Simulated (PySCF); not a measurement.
**CH6GeO2Si: electronic excitations and core binding energies**

Wanted: the electronic excitations and core binding energies of CH6GeO2Si (`O=CO[SiH2][GeH3]`), by calculation.

Computed with PySCF 2.14.0, with density-fitted response routines of our own, on a single molecule in the gas phase. Atoms are numbered from 0 throughout.

## Step 1: Starting geometry

11 atoms, charge 0, multiplicity 1; geometry from: GFN2-xTB.

Bonds of the start (Å): O0–C1 1.20, C1–O2 1.30, O2–Si3 1.68, Si3–Ge4 2.33, C1–H5 1.11, Si3–H6 1.46, Si3–H7 1.46, Ge4–H8 1.49, Ge4–H9 1.51, Ge4–H10 1.49.

## Step 2: Excited states and response: PBE0/def2-SVPD

What the job is given:

```
{"job": {"kind": "uv", "xc": "PBE0", "basis": "def2-SVPD", "nstates": 8, "ntriplets": 3}, "charge": 0, "multiplicity": 1}
O      0.869561    -1.411509     0.785319
C      1.740733    -0.621848     0.553485
O      1.592796     0.547042     0.009652
Si     0.112907     1.173879    -0.495646
Ge    -1.546295    -0.401288    -0.078032
H      2.800322    -0.827077     0.792515
H      0.068276     2.400809     0.296995
H      0.422965     1.452834    -1.896226
H     -1.396359    -1.693014    -0.810906
H     -2.888439     0.120977    -0.541365
H     -1.771041    -0.738135     1.358245
```

With the program's defaults for keys left out, this is: TDDFT PBE0/def2-SVPD, vertical, gas phase, core orbitals frozen in the response.

The run is started by

```
$ OMP_NUM_THREADS=1 python probes_run.py task.json out
```

One launch serves the whole session: the jobs run in the order shown.

Output:

```text
coarse grid: 44200 points
cycle   1  E = -2557.4632613392  dE =  1.162e-01  |g| = 9.085e-01  |ddm| = 4.053e+00
cycle   2  E = -2557.1582692136  dE =  3.050e-01  |g| = 1.550e+00  |ddm| = 2.350e+00
cycle   3  E = -2557.5972626937  dE = -4.390e-01  |g| = 2.681e-01  |ddm| = 1.696e+00
cycle   4  E = -2557.6095280778  dE = -1.227e-02  |g| = 7.396e-02  |ddm| = 2.577e-01
cycle   5  E = -2557.6104881470  dE = -9.601e-04  |g| = 2.198e-02  |ddm| = 8.041e-02
cycle   6  E = -2557.6105597707  dE = -7.162e-05  |g| = 3.228e-03  |ddm| = 2.238e-02
cycle   7  E = -2557.6105614805  dE = -1.710e-06  |g| = 8.233e-04  |ddm| = 5.198e-03
final grid: 90824 points
cycle   8  E = -2557.6105764997  dE =  1.124e-07  |g| = 1.314e-03  |ddm| = 5.041e-03
cycle   9  E = -2557.6105756088  dE =  8.910e-07  |g| = 2.551e-03  |ddm| = 3.511e-03
cycle  10  E = -2557.6105768174  dE = -1.209e-06  |g| = 2.882e-04  |ddm| = 2.212e-03
cycle  11  E = -2557.6105768314  dE = -1.398e-08  |g| = 2.335e-05  |ddm| = 3.109e-04
cycle  12  E = -2557.6105768315  dE = -1.264e-10  |g| = 6.158e-06  |ddm| = 3.888e-05
converged SCF energy = -2557.6105768315

Static polarisability (au): isotropic 76.396, principal 62.552 78.778 87.859

Singlet excitations
state   eV       nm        f      main configurations
  1   5.8187    213.1   0.00241   H->L+1 0.79, H-1->L+1 0.10, H-3->L+1 0.09
  2   6.6375    186.8   0.03455   H->L 0.90
  3   7.0169    176.7   0.00103   H-1->L+1 0.76, H->L+1 0.16
  4   7.1074    174.4   0.01832   H-1->L 0.86
  5   7.2685    170.6   0.00054   H->L+2 0.88
  6   7.3278    169.2   0.01236   H-2->L 0.89
  7   7.4405    166.6   0.04211   H->L+3 0.90
  8   7.6443    162.2   0.01684   H-2->L+1 0.75, H-3->L 0.13

Triplet excitations (Tamm-Dancoff, eV): 5.2818 5.9695 6.0864
```

Run time: 42 s. Hardware: 1 thread of Arm Neoverse N1, shared host; peak memory 0.69 GiB.

The orbitals next to the gap, with their largest atomic shares:

```csv
orbital,eV,atoms
HOMO−3,-9.58,"Ge4 28 %, O0 25 %, H9 20 %"
HOMO−2,-9.12,"Ge4 18 %, O2 16 %, O0 14 %"
HOMO−1,-8.84,"Ge4 26 %, Si3 20 %, O0 13 %"
HOMO,-8.22,"O0 36 %, Ge4 21 %, H9 14 %"
LUMO,-0.47,"Si3 41 %, Ge4 16 %, H6 11 %"
LUMO+1,-0.38,"C1 42 %, O0 28 %, O2 16 %"
LUMO+2,0.28,"Ge4 33 %, Si3 30 %, H10 10 %"
```

With each of the 8 states as a Gaussian band of 0.4 eV half-width at 1/e, the curve within the window shown has maxima at 168 nm (ε 3,100) L/(mol cm). Beyond the last state computed it falls off for lack of states. The curve at chosen wavelengths:

(nm, ε (L/mol/cm)): (156, 795), (159, 1544), (162, 2371), (166, 3082), (169, 3111), (172, 2808), (175, 2405), (179, 2018), (182, 1871), (185, 1754), (188, 1577), (192, 1211), (195, 896), (198, 612), (201, 399), (205, 229), (208, 165), (211, 132), (214, 113), (218, 92), (221, 76), (224, 59), (227, 44), (231, 27), (234, 18), (237, 11)

Further results of this job:

```csv
property,computed
dipole moment (D),1.85
polarisability (Å³),11.32
HOMO–LUMO gap (eV),7.74
−ε(HOMO) (eV),8.22
```

## Step 3: X-ray photoelectron lines: SCAN, X2C

The job, as its differences from that of step 2:

```diff
@@ -1,2 +1,2 @@
-{"job": {"kind": "uv", "xc": "PBE0", "basis": "def2-SVPD", "nstates": 8, "ntriplets": 3}, "charge": 0, "multiplicity": 1}
+{"job": {"kind": "xps"}, "charge": 0, "multiplicity": 1}
 O      0.869561    -1.411509     0.785319
```

Method: delta-SCF UKS SCAN, pcX-2 on the ionised atom, pcseg-1 elsewhere, spin-free X2C.

Output:

```text
ground state, core basis on atom 0 (O), 148 functions
  cycle   1  E = -2576.07692252  |g| = 9.30e-01
  cycle   2  E = -2575.34723370  |g| = 2.08e+00
  cycle   3  E = -2576.18470709  |g| = 4.82e-01
  cycle   4  E = -2576.22784915  |g| = 1.38e-01
  cycle   5  E = -2576.23128449  |g| = 1.97e-02
  cycle   6  E = -2576.23137905  |g| = 1.02e-02
  cycle   7  E = -2576.23141676  |g| = 1.97e-03
  cycle   8  E = -2576.23141664  |g| = 4.56e-04
  E(ground) = -2576.39988596 Eh
hole in O 1s of atom 0
  cycle   1  E = -2555.62354476  |g| = 2.22e+00
  cycle   2  E = -2554.74936402  |g| = 2.38e+00
  cycle   3  E = -2556.20194160  |g| = 7.59e-01
  cycle   4  E = -2556.27129054  |g| = 6.75e-01
  cycle   5  E = -2556.44880369  |g| = 7.69e-02
  cycle   6  E = -2556.45102459  |g| = 3.55e-02
  cycle   7  E = -2556.45194753  |g| = 6.87e-03
  cycle   8  E = -2556.45196455  |g| = 2.80e-03
  cycle   9  E = -2556.45196716  |g| = 7.08e-04
  cycle  10  E = -2556.45197149  |g| = 2.41e-04
  E(ion) = -2556.62153838 Eh   <S^2> = 0.7645   hole on atom = 1.000   binding energy = 538.196 eV
ground state, core basis on atom 1 (C), 148 functions
  cycle   1  E = -2576.20912298  |g| = 8.66e-02
  cycle   2  E = -2576.20455021  |g| = 1.67e-01
  cycle   3  E = -2576.20972016  |g| = 3.25e-02
  cycle   4  E = -2576.20988753  |g| = 1.56e-02
  cycle   5  E = -2576.20993036  |g| = 1.56e-03
  cycle   6  E = -2576.20993242  |g| = 2.74e-04
  E(ground) = -2576.38047832 Eh
hole in C 1s of atom 1
  cycle   1  E = -2564.82389217  |g| = 1.50e+00
  cycle   2  E = -2562.34714555  |g| = 2.41e+00
  cycle   3  E = -2565.13656624  |g| = 5.93e-01
  cycle   4  E = -2565.12322111  |g| = 5.60e-01
  cycle   5  E = -2565.32384000  |g| = 2.79e-01
  cycle   6  E = -2565.33580067  |g| = 2.46e-01
  cycle   7  E = -2565.36235942  |g| = 6.23e-02
  cycle   8  E = -2565.36447726  |g| = 1.70e-02
  cycle   9  E = -2565.36461226  |g| = 5.37e-03
  cycle  10  E = -2565.36463955  |g| = 2.15e-03
  cycle  11  E = -2565.36464284  |g| = 7.92e-04
  cycle  12  E = -2565.36464542  |g| = 4.57e-04
  E(ion) = -2565.53376604 Eh   <S^2> = 0.7851   hole on atom = 1.000   binding energy = 295.154 eV
ground state, core basis on atom 2 (O), 148 functions
  cycle   1  E = -2576.23542761  |g| = 1.10e-01
  cycle   2  E = -2576.23155236  |g| = 1.56e-01
  cycle   3  E = -2576.23525181  |g| = 6.91e-02
  cycle   4  E = -2576.23608495  |g| = 2.13e-02
  cycle   5  E = -2576.23617334  |g| = 2.29e-03
  cycle   6  E = -2576.23617157  |g| = 5.30e-04
  cycle   7  E = -2576.23617516  |g| = 8.77e-05
  E(ground) = -2576.40469844 Eh
hole in O 1s of atom 2
  cycle   1  E = -2555.58310259  |g| = 2.23e+00
  cycle   2  E = -2554.43848368  |g| = 2.59e+00
  cycle   3  E = -2556.00058457  |g| = 9.95e-01
  cycle   4  E = -2556.21771371  |g| = 7.03e-01
  cycle   5  E = -2556.40771592  |g| = 9.30e-02
  cycle   6  E = -2556.41111329  |g| = 2.89e-02
  cycle   7  E = -2556.41167017  |g| = 5.67e-03
  cycle   8  E = -2556.41169076  |g| = 1.60e-03
  cycle   9  E = -2556.41169453  |g| = 5.20e-04
  cycle  10  E = -2556.41169496  |g| = 1.56e-04
  E(ion) = -2556.57938006 Eh   <S^2> = 0.7620   hole on atom = 1.000   binding energy = 539.474 eV
ground state, core basis on atom 3 (Si), 159 functions
  cycle   1  E = -2576.29983559  |g| = 3.01e-01
  cycle   2  E = -2576.29469008  |g| = 1.93e-01
  cycle   3  E = -2576.29048894  |g| = 2.38e-01
  cycle   4  E = -2576.30094985  |g| = 5.29e-02
  cycle   5  E = -2576.30148062  |g| = 8.77e-03
  cycle   6  E = -2576.30149548  |g| = 1.39e-03
  cycle   7  E = -2576.30149521  |g| = 4.19e-04
  E(ground) = -2576.43158437 Eh
hole in Si 1s of atom 3
  cycle   1  E = -2507.33815852  |g| = 4.35e+00
  cycle   2  E = -2505.90916976  |g| = 2.62e+00
  cycle   3  E = -2505.00808929  |g| = 2.24e+00
  cycle   4  E = -2508.30221615  |g| = 4.55e-01
  cycle   5  E = -2508.33477220  |g| = 4.13e-01
  cycle   6  E = -2508.39825597  |g| = 1.06e-01
  cycle   7  E = -2508.40295665  |g| = 3.34e-02
  cycle   8  E = -2508.40324329  |g| = 2.17e-02
  cycle   9  E = -2508.40341694  |g| = 6.11e-03
  cycle  10  E = -2508.40343573  |g| = 7.88e-04
  cycle  11  E = -2508.40343480  |g| = 1.92e-04
  E(ion) = -2508.54054727 Eh   <S^2> = 0.7522   hole on atom = 1.000   binding energy = 1847.409 eV
hole in Si 2p of atom 3
  cycle   1  E = -2571.99580962  |g| = 1.24e+00
  cycle   2  E = -2570.90899139  |g| = 1.68e+00
  cycle   3  E = -2571.94911510  |g| = 8.89e-01
  cycle   4  E = -2572.29182017  |g| = 2.76e-01
  cycle   5  E = -2572.30574907  |g| = 2.15e-01
  cycle   6  E = -2572.32481092  |g| = 3.24e-02
  cycle   7  E = -2572.32524215  |g| = 1.42e-02
  cycle   8  E = -2572.32532349  |g| = 4.27e-03
  cycle   9  E = -2572.32532875  |g| = 9.59e-04
  cycle  10  E = -2572.32532782  |g| = 2.65e-04
  E(ion) = -2572.46593049 Eh   <S^2> = 0.7518   hole on atom = 1.002   binding energy = 107.911 eV
  2p3/2 = 107.640 eV   2p1/2 = 108.267 eV
```

Wall time 64 s (1 thread of Arm Neoverse N1, shared host); peak memory 0.44 GiB.

Binding energies by hole, beside the orbital energy of the ground state; the difference holds orbital relaxation and, for a density functional, its self-interaction error:

```csv
hole,stands for,environment,ΔSCF (eV; 2p as the shell's mean),−ε (eV),⟨S²⟩
O1s on O0,O0,carbonyl oxygen,538.20,516.8,0.764
C1s on C1,C1,carbonyl carbon,295.15,277.5,0.785
O1s on O2,O2,"oxygen bonded to C, Si",539.47,518.0,0.762
Si1s on Si3,Si3,"silicon bonded to Ge, O, 2 H",1847.41,1794.4,0.752
Si2p on Si3,Si3,"silicon bonded to Ge, O, 2 H",107.85,97.2,0.752
```

With the spin-orbit splitting: Si3 2p3/2 107.64, 2p1/2 108.27 eV. The table gives each 2p level as the mean over the whole 2p shell (two parts 2p3/2, one part 2p1/2), which differs a little from the single hole in the log.

## Step 4: Summary of results

| quantity | value |
| --- | --- |
| lowest singlet (PBE0/def2-SVPD) | 5.82 eV (213 nm), f = 0.002 |
| brightest single state of those computed | state 7, 7.44 eV, f = 0.042 |
| lowest triplet | 5.28 eV |
| O1s binding energies, SCAN/pcX-2 | O2 539.47, O0 538.20 eV |
| C1s binding energies, SCAN/pcX-2 | C1 295.15 eV |
| Si1s binding energies, SCAN/pcX-2 | Si3 1847.41 eV |
| Si2p binding energies, SCAN/pcX-2 | Si3 107.85 eV |

The first singlet state (HOMO→LUMO+1 0.79, HOMO−1→LUMO+1 0.10) lies at 5.82 eV and is weak; of the 8 states computed, the strongest absorption comes from state 7 at 7.44 eV. The lowest triplet lies 0.54 eV below the lowest singlet (triplets in Tamm-Dancoff, singlets in full TDDFT). O2 (oxygen bonded to C, Si) binds its O1s electron 1.28 eV more tightly than O0 (carbonyl oxygen).
